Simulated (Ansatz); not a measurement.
**C3H4OSi: how energies converge with the basis set**

The task here is to estimate one member of a computed series from the others.

Method: one geometry, several basis sets; program: Ansatz 0.2.0, Gaussian basis.

The runs, in order: PBE0-D4/def2-SVP; ωB97M-V/def2-SVP; PBE0-D4/def2-QZVPP; ωB97M-V/def2-QZVPP; the functionals' def2-TZVPP values are taken from earlier runs.

### Structure used throughout

All runs share one geometry, relaxed beforehand with PBE0-D4 in a triple-zeta def2 set.

SMILES `C#C[SiH2]C=O`, 9 atoms, charge 0, spin multiplicity 1.

Atoms are counted from 1 here; the program's logs count them from 0.

Bond lengths: C1–C2 1.206 Å, C1–H6 1.066 Å, C2–Si3 1.820 Å, Si3–C4 1.931 Å, Si3–H7 1.482 Å, Si3–H8 1.482 Å, C4–O5 1.204 Å, C4–H9 1.115 Å. Angles: C2–C1–H6 179.6°, C1–C2–Si3 177.3°, C2–Si3–C4 109.1°, C2–Si3–H7 110.4°, C2–Si3–H8 110.3°, C4–Si3–H7 108.2°, C4–Si3–H8 108.1°, H7–Si3–H8 110.5°, Si3–C4–O5 120.3°, Si3–C4–H9 119.7°, O5–C4–H9 120.1°.

The first run:

File in.yaml:

```yaml
crystal:
  periodic: [false, false, false]
  atoms:
    - {symbol: C, position_ang: [2.092363, 0.070505, 1.318642]}
    - {symbol: C, position_ang: [1.228340, -0.206472, 0.523793]}
    - {symbol: Si, position_ang: [-0.123793, -0.561377, -0.641704]}
    - {symbol: C, position_ang: [-1.588848, 0.649064, -0.299427]}
    - {symbol: O, position_ang: [-2.585576, 0.600715, -0.972250]}
    - {symbol: H, position_ang: [2.860601, 0.309867, 2.018357]}
    - {symbol: H, position_ang: [0.329582, -0.356052, -2.037487]}
    - {symbol: H, position_ang: [-0.615976, -1.946627, -0.453491]}
    - {symbol: H, position_ang: [-1.508091, 1.394077, 0.526568]}
basis:
  gaussian: {orbitals: def2-SVP}
hamiltonian: {xc: pbe0, dispersion: d4}
output: {orbitals: {seedname: orbitals}}
```

The run is started by

```
> ansatz run in.yaml --threads 2 --pin off --events-out ev --progress --plain --max-ram 4352MiB
```

Among the steps run: PBE0-D4 in def2-SVP; ωB97M-V in def2-SVP; PBE0-D4 in def2-QZVPP; ωB97M-V in def2-QZVPP.

One table of the session follows, with a row left open; its other results are not shown here.

It belongs to the step «Density functionals: the series». 

```
functional       basis  HOMO (eV)
   PBE0-D4    def2-SVP      -7.03
   PBE0-D4  def2-TZVPP      -7.18
   PBE0-D4  def2-QZVPP      -7.20
   ωB97M-V    def2-SVP          ?
   ωB97M-V  def2-TZVPP      -9.45
   ωB97M-V  def2-QZVPP      -9.48
```

**Question.** Estimate the row for ωB97M-V, def2-SVP.

As computed: HOMO (eV): -9.28. In the column «HOMO (eV)» it lies between ωB97M-V, def2-TZVPP (-9.45) and PBE0-D4, def2-QZVPP (-7.20).
